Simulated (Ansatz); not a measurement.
# Ba: the cost of one run

Program: Ansatz 0.2.0 through its Python package. Level of theory: DFT PBEsol, plane waves, PAW. These are calculated values, not measurements.

### Step 1. Starting point

Ba Im-3m: The structure is cubic, space group Im-3m (No. 229). The conventional cell has a = 5.010 Å, b = 5.010 Å, c = 5.010 Å, α = 90.00°, β = 90.00°, γ = 90.00°. Ba (site symmetry m-3m) has 8 Ba at 4.34 Å as nearest neighbours.

BaCa Pm-3m: It takes space group Pm-3m (No. 221, cubic). The conventional cell has a = 4.725 Å, b = 4.725 Å, c = 4.725 Å, α = 90.00°, β = 90.00°, γ = 90.00°. Ca (site symmetry m-3m) has 8 Ba at 4.09 Å as nearest neighbours. Ba (site symmetry m-3m) is surrounded by 8 Ca at 4.09 Å.

Ca Im-3m: The structure is cubic, space group Im-3m (No. 229). Conventional cell: a = 4.440 Å, b = 4.440 Å, c = 4.440 Å, α = 90.00°, β = 90.00°, γ = 90.00°. Around Ca (site symmetry m-3m) lie 8 Ca at 3.85 Å.

No structure file is read: the coordinates are typed or built in the script.

### Step 2. The script

The input, ba_alloy.py:

```python
# -*- coding: utf-8 -*-
"""Ordered Ba-Ca cells across composition, after relaxing cells and atoms."""

from collections import Counter

import ansatz as az
import numpy as np

XC = "PBEsol"
TOLERANCE = 1e-05
MAX_SCF = 200
K_SPACING = 0.26
OCCUPATIONS = "cold"
WIDTH_EV = 0.1


def bcc(a_site, a):
    return (
        az.Lattice.bcc(a)
        .space_group(229)
        .atom(a_site, [0, 0, 0])
        .primitive()
    )

A_FIRST, A_LAST = 5.01, 4.44


def ground_state(name, crystal):
    calc = (
        crystal.calculation()
        .functional(XC)
        .scf(tolerance=TOLERANCE, max_iterations=MAX_SCF)
        .accuracy("medium")
        .basis(28 * az.Ry, xc_grid=3)
        .kpoints(spacing=K_SPACING)
        .occupations(OCCUPATIONS, width=WIDTH_EV)
        .band_table()
    )
    calc = calc.relax(force_tolerance=0.03, cell=True)
    return calc.run()

def relaxed_twice(name, crystal):
    # the second pass draws mesh and plane waves anew for the relaxed cell
    first = ground_state(name, crystal)
    again = az.Crystal(lattice=az.Lattice.of(first.lattice.cell_ang))
    for site in first.report["lattice"]["sites"]:
        again = again.atom(site["symbol"], site["position_frac"])
    return ground_state(name, again)


def volume_per_atom(outcome):
    return abs(np.linalg.det(outcome.lattice.cell_ang)) / len(outcome.lattice.sites)


def counts(outcome):
    return Counter(site.symbol for site in outcome.lattice.sites)


def main():
    # swap the mixed sites of the conventional cell one by one
    phases = {}
    for k in range(2 + 1):
        a = A_FIRST + (A_LAST - A_FIRST) * k / 2
        cell = bcc("Ba", a).conventional().resolved()
        sites = [site.position for site in cell.sites if site.symbol == "Ba"]
        for position in sites[:k]:
            cell = cell.substitution("Ca", at=position, replaces="Ba")
        phases[f"Ba{2 - k}Ca{k}"] = cell.resolved()

    done = {name: relaxed_twice(name, crystal) for name, crystal in phases.items()}

    # mixing quantities against the straight line between the end members, both on this lattice
    x = {name: counts(o)["Ca"] / (counts(o)["Ba"] + counts(o)["Ca"]) for name, o in done.items()}
    first, last = min(x, key=x.get), max(x, key=x.get)
    energy = {name: o.report["energy_sigma0_ev"] / len(o.lattice.sites) for name, o in done.items()}
    volume = {name: volume_per_atom(o) for name, o in done.items()}
    rows = []
    for name in sorted(done, key=x.get):
        line = lambda table: (1 - x[name]) * table[first] + x[name] * table[last]
        rows.append((name, x[name], 1000 * (energy[name] - line(energy)), volume[name], 100 * (volume[name] / line(volume) - 1)))
    print("| cell | x(Ca) | E_mix (meV/atom) | V (A^3/atom) | excess V (%) |")
    print("| --- | --- | --- | --- | --- |")
    for row in rows:
        print(f"| {row[0]} | {row[1]:.3f} | {row[2]:+.1f} | {row[3]:.3f} | {row[4]:+.2f} |")


if __name__ == "__main__":
    main()
```

### Step 3. The calls as engine input

The engine receives this input (first run):

```yaml
crystal:
  lattice:
    - [5.01, 0.0, 0.0]
    - [3.0677402318641195e-16, 5.01, 0.0]
    - [3.0677402318641195e-16, 3.0677402318641195e-16, 5.01]
  atoms:
    - { symbol: Ba, position: [0.0, 0.0, 0.0] }
    - { symbol: Ba, position: [0.5, 0.5, 0.5] }
accuracy: medium
basis:
  ecutwfc: 380.959407443832
  xc_grid: 3
kpoints:
  mp_grid:
    kspacing: 0.26
hamiltonian:
  xc: pbesol
scf:
  max_iter: 200
  convergence:
    dr2_threshold: 1.0e-05
  occupations:
    method: cold
    width: 0.1
relax:
  f_tol: 0.03
  cell: {}
output:
  eigenvalues: true
```

### Step 4. Launch

Command:

```bash
$ python ba_alloy.py
```

**Question.** How long does this script take on 1 thread of Arm Neoverse V1, shared host, and how much memory does it need?

About 27 s, with a peak of 0.46 GiB.
